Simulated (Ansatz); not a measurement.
**C4H6AlClO2: basis-set convergence**

An exercise on one series of results from a longer session: the logs are not shown, and one member is left open.

Computed with Ansatz 0.2.0, Gaussian basis. Level: one geometry, several basis sets.

Levels to be run: PBE0-D4/def2-SVP; ωB97M-V/def2-SVP; PBE0-D4/def2-QZVPP; ωB97M-V/def2-QZVPP; the functionals' def2-TZVPP values are taken from earlier runs.

## The relaxed structure

An earlier PBE0-D4 in a triple-zeta def2 set relaxation fixed the geometry.

14 atoms, charge 0, spin multiplicity 1.

Atoms are counted from 1 here; the program's logs count them from 0.

Bond lengths: C1–Al2 1.934 Å, C1–H9 1.094 Å, C1–H10 1.094 Å, C1–H11 1.094 Å, Al2–Cl3 2.122 Å, Al2–O4 1.835 Å, Al2–O8 1.835 Å, O4–C5 1.267 Å, C5–C6 1.389 Å, C5–H12 1.094 Å, C6–C7 1.389 Å, C6–H13 1.080 Å, C7–O8 1.267 Å, C7–H14 1.094 Å. Angles: Al2–C1–H9 111.2°, Al2–C1–H10 112.1°, Al2–C1–H11 111.2°, H9–C1–H10 107.6°, H9–C1–H11 107.0°, H10–C1–H11 107.6°, C1–Al2–Cl3 120.0°, C1–Al2–O4 113.0°, C1–Al2–O8 112.9°, Cl3–Al2–O4 106.4°, Cl3–Al2–O8 106.4°, O4–Al2–O8 95.1°, Al2–O4–C5 125.3°, O4–C5–C6 125.7°, O4–C5–H12 115.7°, C6–C5–H12 118.7°, C5–C6–C7 121.5°, C5–C6–H13 119.2° and more.

The first run:

Contents of in.yaml:

```yaml
crystal:
  periodic: [false, false, false]
  atoms:
    - {symbol: C, position_ang: [0.415171, -2.442574, -0.627961]}
    - {symbol: Al, position_ang: [0.656704, -0.792056, 0.351257]}
    - {symbol: Cl, position_ang: [2.088652, -0.683273, 1.913993]}
    - {symbol: O, position_ang: [0.972681, 0.648178, -0.740907]}
    - {symbol: C, position_ang: [0.365075, 1.758299, -0.681299]}
    - {symbol: C, position_ang: [-0.738712, 2.035796, 0.115121]}
    - {symbol: C, position_ang: [-1.321335, 1.059250, 0.912957]}
    - {symbol: O, position_ang: [-0.911166, -0.132723, 1.039729]}
    - {symbol: H, position_ang: [0.117305, -3.257537, 0.038032]}
    - {symbol: H, position_ang: [-0.351913, -2.352225, -1.402646]}
    - {symbol: H, position_ang: [1.343410, -2.751803, -1.117005]}
    - {symbol: H, position_ang: [0.752741, 2.546363, -1.333927]}
    - {symbol: H, position_ang: [-1.178147, 3.022309, 0.082851]}
    - {symbol: H, position_ang: [-2.223067, 1.312799, 1.478505]}
basis:
  gaussian: {orbitals: def2-SVP}
hamiltonian: {xc: pbe0, dispersion: d4}
output: {orbitals: {seedname: orbitals}}
```

Command:

```sh
> ansatz run in.yaml --threads 2 --pin off --events-out ev --progress --plain --max-ram 32768MiB --backend cpu
```

Among the steps run: PBE0-D4 in def2-SVP; ωB97M-V in def2-SVP; PBE0-D4 in def2-QZVPP; ωB97M-V in def2-QZVPP.

One of the session's tables, all rows but one given; the rest of the session is left out.

| functional | basis | HOMO (eV) | LUMO (eV) |
| --- | --- | --- | --- |
| PBE0-D4 | def2-SVP | -7.78 | -2.55 |
| PBE0-D4 | def2-TZVPP | -7.83 | -2.63 |
| PBE0-D4 | def2-QZVPP | -7.85 | -2.67 |
| ωB97M-V | def2-SVP | ? | ? |
| ωB97M-V | def2-TZVPP | -9.97 | -0.50 |
| ωB97M-V | def2-QZVPP | -10.00 | -0.56 |

**Question.** Estimate the row for ωB97M-V, def2-SVP.

As computed: HOMO (eV): -9.91; LUMO (eV): -0.36. In the column «HOMO (eV)» it lies between ωB97M-V, def2-TZVPP (-9.97) and PBE0-D4, def2-QZVPP (-7.85).
